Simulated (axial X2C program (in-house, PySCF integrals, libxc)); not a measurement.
# A two-component session on RuCl: properties at the nuclei

Wanted for RuCl: properties at the nuclei, at the two-component level.

Computed with an in-house X2C program for linear molecules on PySCF integrals. Level: two-component X2C with atomic mean-field terms, Ru dyall-cv3z, Cl dyall-av3z.

All values are calculated.

## 1. Input

Input file task.json:

```json
{"zs": [44, 17], "q": 0, "bas": ["dyall-cv3z", "dyall-av3z"], "r0": 2.24, "levels": ["PBE0", "HF", "TPSSh", "B3LYP", "PBE"], "nst": 3}
```

Keys: zs atomic numbers; q charge; bas basis sets; r0 starting distance in Å; levels methods (HF also brings MP2); nst determinants followed.

On the command line:

```sh
$ python soeom.py task.json out
```

Nuclei are Gaussian, cores are contracted, and the Gaunt term is on.

## 2. Expectation values, lowest determinant

R = 2.238 Å. State: Ω = 7/2 (excess of +ω over −ω: ω = -1/2, ω = 3/2, ω = 5/2).

Output of the PBE0 run:

```text
two-component X2C + atomic mean field  PBE0
basis functions 212  fitting functions 979  grid points 5080
iter        total energy     max residual
   1      -4989.687932111     7.05e-01
   2      -4989.705299163     1.16e-03
   3      -4989.705300346     3.85e-04
   4      -4989.705302464     1.50e-04
   5      -4989.705302878     4.21e-05
   6      -4989.705302970     1.10e-05
   7      -4989.705302974     2.40e-06
   8      -4989.705302975     8.82e-07
converged
one-electron -7231.98472641  Coulomb 2230.43193688  exact exchange -40.01856183  xc functional -122.68522471  nuclear repulsion 176.86530553  atomic mean-field constant -2.31403243
```

The highest occupied spinor is 60% Ru d, 20% Ru s, 16% Cl p.

| level | Eeff magnitude (GV/cm) | Ws magnitude Ru (kHz) | A∥/gI Ru (MHz) | qzz Ru (a.u.) | A∥/gI Cl (MHz) | qzz Cl (a.u.) | μ (D) |
| --- | --- | --- | --- | --- | --- | --- | --- |
| PBE0 | 1.36 | 0.14 | 143 | -0.26 | -9.54 | 1.18 | -4.76 |
| HF | 1.92 | 0.212 | -34.3 | -1.75 | -4.09 | 0.91 | -6.29 |
| TPSSh | 1.02 | 0.0952 | 193 | -0.15 | -9.63 | 1.15 | -4.47 |
| B3LYP | 1.34 | 0.135 | 132 | 0.00 | -9.19 | 1.19 | -4.46 |
| PBE | 1.15 | 0.113 | 188 | 0.35 | -12.9 | 1.15 | -3.84 |

Eeff is the effective electric field on the electron dipole moment in this Ω state and Ws the scalar–pseudoscalar constant (defined with the proton number Z and per Ω); A∥ is the parallel hyperfine constant, which follows by multiplying with the nuclear g factor gI = μI/(I μN); qzz is the electric field gradient, eQq0 = 234.96 MHz × Q/barn × qzz; μ is positive if Cl is the positive end. The operators were transformed with the bare-nucleus X2C matrices.

## 3. Expectation values, a higher determinant

R = 2.238 Å. State: Ω = 9/2 (excess of +ω over −ω: ω = 1/2, ω = 3/2, ω = 5/2), 0.01 eV above the lowest in the PBE0 search for states (made at or near this distance, with looser thresholds).

Output of the PBE0 run:

```text
two-component X2C + atomic mean field  PBE0
basis functions 212  fitting functions 979  grid points 5080
iter        total energy     max residual
   1      -4989.687738096     7.09e-01
   2      -4989.704831136     1.16e-03
   3      -4989.704832370     3.94e-04
   4      -4989.704834538     1.42e-04
   5      -4989.704834936     5.06e-05
   6      -4989.704835031     1.05e-05
   7      -4989.704835043     7.13e-06
   8      -4989.704835055     4.17e-06
   9      -4989.704835059     1.61e-06
  10      -4989.704835059     7.88e-07
converged
one-electron -7232.99883615  Coulomb 2231.47212337  exact exchange -40.02593609  xc functional -122.70345928  nuclear repulsion 176.86530553  atomic mean-field constant -2.31403243
```

The highest occupied spinor is 75% Ru d, 17% Cl p, 3% Ru p.

| level | Eeff magnitude (GV/cm) | Ws magnitude Ru (kHz) | A∥/gI Ru (MHz) | qzz Ru (a.u.) | A∥/gI Cl (MHz) | qzz Cl (a.u.) | μ (D) |
| --- | --- | --- | --- | --- | --- | --- | --- |
| PBE0 | 2.18 | 0.198 | 446 | 0.57 | 12.8 | 1.56 | -4.66 |
| HF | 2.82 | 0.266 | 264 | -0.31 | 2.71 | 1.01 | -6.19 |
| TPSSh | 2.01 | 0.179 | 474 | 0.67 | 15.9 | 1.56 | -4.34 |
| B3LYP | 1.94 | 0.174 | 461 | 0.68 | 14.7 | 1.58 | -4.40 |
| PBE | 1.8 | 0.159 | 507 | 0.86 | 18.2 | 1.68 | -3.77 |

## 4. Expectation values, a higher determinant

R = 2.238 Å. State: Ω = 3/2 (excess of +ω over −ω: ω = 1/2, ω = -3/2, ω = 5/2), 0.18 eV above the lowest in the PBE0 search for states (made at or near this distance, with looser thresholds).

Output of the PBE0 run:

```text
two-component X2C + atomic mean field  PBE0
basis functions 212  fitting functions 979  grid points 5080
iter        total energy     max residual
   1      -4989.681409857     7.17e-01
   2      -4989.698667781     1.18e-03
   3      -4989.698669146     3.51e-04
   4      -4989.698671302     1.30e-04
   5      -4989.698671614     3.29e-05
   6      -4989.698671650     9.65e-06
   7      -4989.698671654     2.01e-06
   8      -4989.698671655     1.40e-06
converged
one-electron -7232.28417051  Coulomb 2230.77684614  exact exchange -40.02840390  xc functional -122.71421648  nuclear repulsion 176.86530553  atomic mean-field constant -2.31403243
```

The highest occupied spinor is 70% Ru d, 22% Cl p, 3% Ru p.

| level | Eeff magnitude (GV/cm) | Ws magnitude Ru (kHz) | A∥/gI Ru (MHz) | qzz Ru (a.u.) | A∥/gI Cl (MHz) | qzz Cl (a.u.) | μ (D) |
| --- | --- | --- | --- | --- | --- | --- | --- |
| PBE0 | 1.28 | 0.348 | 593 | -3.64 | -3.81 | 1.96 | -4.79 |
| HF | 1.58 | 0.367 | 210 | -4.28 | -23.2 | 1.21 | -6.07 |
| TPSSh | 1.16 | 0.32 | 635 | -3.56 | -4.05 | 2.02 | -4.59 |
| B3LYP | 1.1 | 0.287 | 683 | -3.45 | -3.68 | 1.99 | -4.55 |
| PBE | 1.08 | 0.291 | 761 | -3.37 | -0.644 | 2.22 | -4.08 |

## 5. Results

| quantity | value |
| --- | --- |
| lowest determinant | Ω = 7/2 (excess of +ω over −ω: ω = -1/2, ω = 3/2, ω = 5/2) |
| Eeff magnitude (GV/cm), PBE0 | 1.36 |
| Ws magnitude Ru (kHz), PBE0 | 0.14 |
| A∥/gI Ru (MHz), PBE0 | 143 |
| qzz Ru (a.u.), PBE0 | -0.26 |
| higher determinant | Ω = 9/2 (excess of +ω over −ω: ω = 1/2, ω = 3/2, ω = 5/2) |
| Eeff magnitude (GV/cm), PBE0, higher determinant | 2.18 |
| Ws magnitude Ru (kHz), PBE0, higher determinant | 0.198 |
| A∥/gI Ru (MHz), PBE0, higher determinant | 446 |
| qzz Ru (a.u.), PBE0, higher determinant | 0.57 |
| higher determinant | Ω = 3/2 (excess of +ω over −ω: ω = 1/2, ω = -3/2, ω = 5/2) |
| Eeff magnitude (GV/cm), PBE0, higher determinant | 1.28 |
| Ws magnitude Ru (kHz), PBE0, higher determinant | 0.348 |
| A∥/gI Ru (MHz), PBE0, higher determinant | 593 |
| qzz Ru (a.u.), PBE0, higher determinant | -3.64 |

**Reading.** In the first state, the effective field runs from 1.02 to 1.92 GV/cm over the mean-field levels. The expectation values come from single determinants, which for open shells can mix terms of unlike spin or miss the lowest Ω, so a determinant need not be a state. Eeff is the effective electric field on the electron dipole moment in this Ω state and Ws the scalar–pseudoscalar constant (defined with the proton number Z and per Ω); A∥ is the parallel hyperfine constant, which follows by multiplying with the nuclear g factor gI = μI/(I μN); qzz is the electric field gradient, eQq0 = 234.96 MHz × Q/barn × qzz; μ is positive if Cl is the positive end. The operators were transformed with the bare-nucleus X2C matrices. A second determinant lies within 0.1 eV of the first, so their order is not settled at this level.
